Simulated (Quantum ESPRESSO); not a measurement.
# WF (R3m) in Quantum ESPRESSO: single point with PBE

Aim: the single point of WF with PBE.

All numbers are computed with Quantum ESPRESSO 7.5; they aren't measurements. Logs are shortened: lines on timing, memory, paths and dates and some standing lists are left out, and cuts for length are marked.

## (1) The structure

Symmetry: R3m, No. 160, trigonal system. Conventional cell: a = 2.732 Å, b = 2.732 Å, c = 15.209 Å, α = 90.00°, β = 90.00°, γ = 120.00°. W (site symmetry 3m) has 1 F at 1.87 Å as nearest neighbours. F (site symmetry 3m) has 1 W at 1.87 Å as nearest neighbours.

The cell was built by a generator and needn't be a form met in nature.

## (2) Single point, PBE

run.py reads:

```python
import numpy as np
from ase.calculators.espresso import Espresso, EspressoProfile
from ase import Atoms

atoms = Atoms(['W', 'F'],
              cell=[[1.36589, 0.7886, 5.0696], [-1.36589, 0.7886, 5.0696], [0.0, -1.57719, 5.0696]],
              scaled_positions=[[0.81412, 0.81412, 0.81412], [0.93712, 0.93712, 0.93712]],
              pbc=True)

input_data = {
    'control': {'calculation': 'scf', 'prefix': 'pwscf', 'outdir': './tmp', 'tprnfor': True, 'tstress': True, 'disk_io': 'nowf'},
    'system': {'ecutwfc': 55.0, 'ecutrho': 440.0, 'nbnd': 17, 'occupations': 'smearing', 'smearing': 'fd', 'degauss': 0.00367493},
    'electrons': {'conv_thr': 4e-10, 'electron_maxstep': 120, 'mixing_beta': 0.5},
}
pseudopotentials = {'W': 'W_pbe_v1.2.uspp.F.UPF', 'F': 'f_pbe_v1.4.uspp.F.UPF'}
profile = EspressoProfile(command='pw.x', pseudo_dir='pseudo')
dft = Espresso(profile=profile, input_data=input_data, pseudopotentials=pseudopotentials, kpts=(11, 11, 11), koffset=(0, 0, 0))
atoms.calc = dft

print(f'energy {atoms.get_potential_energy():.8f} eV')
print('forces (eV/A)')
print(np.round(atoms.get_forces(), 6))
print('stress (eV/A^3, Voigt)')
print(np.round(atoms.get_stress(), 8))
print(f'Fermi level {dft.get_fermi_level():.4f} eV')
```

Potentials or basis: SSSP 1.3 efficiency PBE.

Started as:

```sh
OMP_NUM_THREADS=1 python run.py
```

Output:

```text
energy -2825.65064397 eV
forces (eV/A)
[[ 0.00000e+00  3.00000e-06 -2.76325e-01]
 [-0.00000e+00 -3.00000e-06  2.76325e-01]]
stress (eV/A^3, Voigt)
[-0.00659788 -0.00659788 -0.01252367  0.          0.          0.        ]
Fermi level 10.7932 eV
```

espresso.pwi:

```text
&CONTROL
   calculation      = 'scf'
   tstress          = .true.
   tprnfor          = .true.
   outdir           = './tmp'
   prefix           = 'pwscf'
   disk_io          = 'nowf'
   pseudo_dir       = 'pseudo'
/
&SYSTEM
   nbnd             = 17
   ecutwfc          = 55.0
   ecutrho          = 440.0
   occupations      = 'smearing'
   degauss          = 0.00367493
   smearing         = 'fd'
   ntyp             = 2
   nat              = 2
   ibrav            = 0
/
&ELECTRONS
   electron_maxstep = 120
   conv_thr         = 4e-10
   mixing_beta      = 0.5
/
&IONS
/
&CELL
/
&FCP
/
&RISM
/
ATOMIC_SPECIES
W 183.84 W_pbe_v1.2.uspp.F.UPF
F 18.998403163 f_pbe_v1.4.uspp.F.UPF

K_POINTS automatic
11 11 11  0 0 0

CELL_PARAMETERS angstrom
1.36589000000000 0.78860000000000 5.06960000000000
-1.36589000000000 0.78860000000000 5.06960000000000
0.00000000000000 -1.57719000000000 5.06960000000000

ATOMIC_POSITIONS angstrom
W -0.0000000000 0.0000081412 12.3817882560  
F 0.0000000000 0.0000093712 14.2524706560
```

espresso.pwo:

```text
This program is part of the open-source Quantum ESPRESSO suite
     for quantum simulation of materials; please cite
         "P. Giannozzi et al., J. Phys.:Condens. Matter 21 395502 (2009);
         "P. Giannozzi et al., J. Phys.:Condens. Matter 29 465901 (2017);
         "P. Giannozzi et al., J. Chem. Phys. 152 154105 (2020);
     in publications or presentations arising from this work. More details at

Warning: card &CELL ignored
Warning: card &FCP ignored
Warning: card &RISM ignored

     Message from routine setup:
     using ibrav=0 with symmetry is DISCOURAGED, use correct ibrav instead

     G-vector sticks info
     --------------------
     sticks:   dense  smooth     PW     G-vecs:    dense   smooth      PW
     Sum        1761     877    305                34461    12141    2451

     Using Slab Decomposition

     bravais-lattice index     =            0
     lattice parameter (alat)  =      10.0331  a.u.
     unit-cell volume          =     221.1018 (a.u.)^3
     number of atoms/cell      =            2
     number of atomic types    =            2
     number of electrons       =        21.00
     number of Kohn-Sham states=           17
     kinetic-energy cutoff     =      55.0000  Ry
     charge density cutoff     =     440.0000  Ry
     scf convergence threshold =      4.0E-10
     mixing beta               =       0.5000
     number of iterations used =            8  plain     mixing
     Exchange-correlation=  SLA  PW   PBX  PBC
                           (   1   4   3   4   0   0   0)

     celldm(1)=  10.033074  celldm(2)=   0.000000  celldm(3)=   0.000000
     celldm(4)=   0.000000  celldm(5)=   0.000000  celldm(6)=   0.000000

     crystal axes: (cart. coord. in units of alat)
               a(1) = (   0.257265   0.148533   0.954857 )
               a(2) = (  -0.257265   0.148533   0.954857 )
               a(3) = (   0.000000  -0.297063   0.954857 )

     reciprocal axes: (cart. coord. in units 2 pi/alat)
               b(1) = (  1.943522  1.122093  0.349091 )
               b(2) = ( -1.943522  1.122093  0.349091 )
               b(3) = (  0.000000 -2.244186  0.349094 )

     PseudoPot. # 1 for W  read from file:
     W_pbe_v1.2.uspp.F.UPF
     Pseudo is Ultrasoft + core correction, Zval = 14.0
     Generated by new atomic code, or converted to UPF format
     Using radial grid of  923 points,  8 beta functions with:
                l(1) =   0
                l(2) =   0
                l(3) =   0
                l(4) =   1
                l(5) =   1
                l(6) =   2
                l(7) =   2
                l(8) =   3
     Q(r) pseudized with  6 coefficients,  rinner =    1.350   1.350   1.350
                                                       1.350   1.350   1.350
                                                       1.350

     PseudoPot. # 2 for F  read from file:
     f_pbe_v1.4.uspp.F.UPF
     Pseudo is Ultrasoft, Zval =  7.0
     Generated by new atomic code, or converted to UPF format
     Using radial grid of  799 points,  4 beta functions with:
                l(1) =   0
                l(2) =   0
                l(3) =   1
                l(4) =   1
     Q(r) pseudized with  8 coefficients,  rinner =    0.950   0.950   0.950

     atomic species   valence    mass     pseudopotential
     W                14.00   183.84000     W ( 1.00)
     F                 7.00    18.99840     F ( 1.00)

      2 Sym. Ops. (no inversion) found

   Cartesian axes

     site n.     atom                  positions (alat units)
         1        W      tau(   1) = (  -0.0000000   0.0000015   2.3321058  )
         2        F      tau(   2) = (   0.0000000   0.0000018   2.6844482  )

     number of k points=   366  Fermi-Dirac smearing, width (Ry)=  0.0037

     Number of k-points >= 100: set verbosity='high' to print them.

     Dense  grid:    34461 G-vectors     FFT dimensions: (  72,  72,  72)

     Smooth grid:    12141 G-vectors     FFT dimensions: (  48,  48,  48)

     Initial potential from superposition of free atoms

     starting charge      20.8997, renormalised to      21.0000

     negative rho (up, down):  6.357E-02 0.000E+00
     Starting wfcs are   17 randomized atomic wfcs

     Self-consistent Calculation

     iteration #  1     ecut=    55.00 Ry     beta= 0.50
     Davidson diagonalization with overlap
     ethr =  1.00E-02,  avg # of iterations =  5.2

     Threshold (ethr) on eigenvalues was too large:
     Diagonalizing with lowered threshold

     Davidson diagonalization with overlap
     ethr =  7.85E-04,  avg # of iterations =  1.2

     negative rho (up, down):  6.491E-02 0.000E+00

     total energy              =    -207.64078837 Ry
     estimated scf accuracy    <       0.16552374 Ry

     iteration #  2     ecut=    55.00 Ry     beta= 0.50
     Davidson diagonalization with overlap
     ethr =  7.88E-04,  avg # of iterations =  2.2

     negative rho (up, down):  6.563E-02 0.000E+00

     total energy              =    -207.64712582 Ry
     estimated scf accuracy    <       0.14422751 Ry

     iteration #  3     ecut=    55.00 Ry     beta= 0.50
     Davidson diagonalization with overlap
     ethr =  6.87E-04,  avg # of iterations =  1.5

     negative rho (up, down):  6.643E-02 0.000E+00

     total energy              =    -207.67900506 Ry
     estimated scf accuracy    <       0.01812789 Ry

     iteration #  4     ecut=    55.00 Ry     beta= 0.50
     Davidson diagonalization with overlap
     ethr =  8.63E-05,  avg # of iterations =  1.5

     negative rho (up, down):  6.677E-02 0.000E+00

     total energy              =    -207.68132243 Ry
     estimated scf accuracy    <       0.00108538 Ry

     iteration #  5     ecut=    55.00 Ry     beta= 0.50
     Davidson diagonalization with overlap
     ethr =  5.17E-06,  avg # of iterations =  3.7

     negative rho (up, down):  6.697E-02 0.000E+00

     total energy              =    -207.68149767 Ry
     estimated scf accuracy    <       0.00012267 Ry

     iteration #  6     ecut=    55.00 Ry     beta= 0.50
     Davidson diagonalization with overlap
     ethr =  5.84E-07,  avg # of iterations =  1.5

     negative rho (up, down):  6.697E-02 0.000E+00

     total energy              =    -207.68150841 Ry
     estimated scf accuracy    <       0.00000828 Ry

     iteration #  7     ecut=    55.00 Ry     beta= 0.50
     Davidson diagonalization with overlap
     ethr =  3.94E-08,  avg # of iterations =  1.6

     negative rho (up, down):  6.693E-02 0.000E+00

     total energy              =    -207.68150983 Ry
     estimated scf accuracy    <       0.00000024 Ry

     iteration #  8     ecut=    55.00 Ry     beta= 0.50
     Davidson diagonalization with overlap
     ethr =  1.13E-09,  avg # of iterations =  3.3

     negative rho (up, down):  6.692E-02 0.000E+00

     total energy              =    -207.68150991 Ry
     estimated scf accuracy    <       0.00000002 Ry

     iteration #  9     ecut=    55.00 Ry     beta= 0.50
     Davidson diagonalization with overlap
     ethr =  9.61E-11,  avg # of iterations =  1.8

     negative rho (up, down):  6.692E-02 0.000E+00

     total energy              =    -207.68150991 Ry
     estimated scf accuracy    <          7.0E-10 Ry

     iteration # 10     ecut=    55.00 Ry     beta= 0.50
     Davidson diagonalization with overlap
     ethr =  3.35E-12,  avg # of iterations =  2.9

     negative rho (up, down):  6.692E-02 0.000E+00

     End of self-consistent calculation

     Number of k-points >= 100: set verbosity='high' to print the bands.

     the Fermi energy is    10.7932 ev

!    total energy              =    -207.68150991 Ry
     estimated scf accuracy    <          6.2E-11 Ry
     smearing contrib. (-TS)   =      -0.00075764 Ry
     internal energy E=F+TS    =    -207.68075227 Ry

     The total energy is F=E-TS. E is the sum of the following terms:
     one-electron contribution =     -80.09416292 Ry
     hartree contribution      =      48.55951648 Ry
     xc contribution           =     -50.44305852 Ry
     ewald contribution        =    -125.70304731 Ry

     convergence has been achieved in  10 iterations

     negative rho (up, down):  6.692E-02 0.000E+00

     Forces acting on atoms (cartesian axes, Ry/au):

     atom    1 type  1   force =     0.00000000    0.00000012   -0.01074732
     atom    2 type  2   force =    -0.00000000   -0.00000012    0.01074732

     Total force =     0.015199     Total SCF correction =     0.000039

     Computing stress (Cartesian axis) and pressure

     negative rho (up, down):  6.692E-02 0.000E+00
          total   stress  (Ry/bohr**3)                   (kbar)     P=       13.74
   0.00007186  -0.00000000  -0.00000000           10.57       -0.00       -0.00
   0.00000000   0.00007186  -0.00000000            0.00       10.57       -0.00
  -0.00000000  -0.00000000   0.00013640           -0.00       -0.00       20.07

=------------------------------------------------------------------------------=
   JOB DONE.
=------------------------------------------------------------------------------=
```

Run time: 6.8 min. Hardware: 1 thread of Arm Neoverse V1, shared host; peak memory 0.43 GiB.

Results:

* Free energy: -2825.6509 eV
* Pressure: 1.4 GPa
* Largest force: 0.276 eV/Å
* Band gap on the k mesh: none (metal or under the smearing width)

Forces in eV/Å, atoms in the order of the input:
```
W    0.000  0.000 -0.276
F    0.000  0.000  0.276
```

Stress tensor (GPa, compression positive):
```
1.06 0.00 0.00
0.00 1.06 0.00
0.00 0.00 2.01
```

Caveat: an odd number of electrons without spin polarisation forces a metal; a magnetic or distorted state may lie lower. The run has no spin-orbit coupling, so splittings on W are missing.
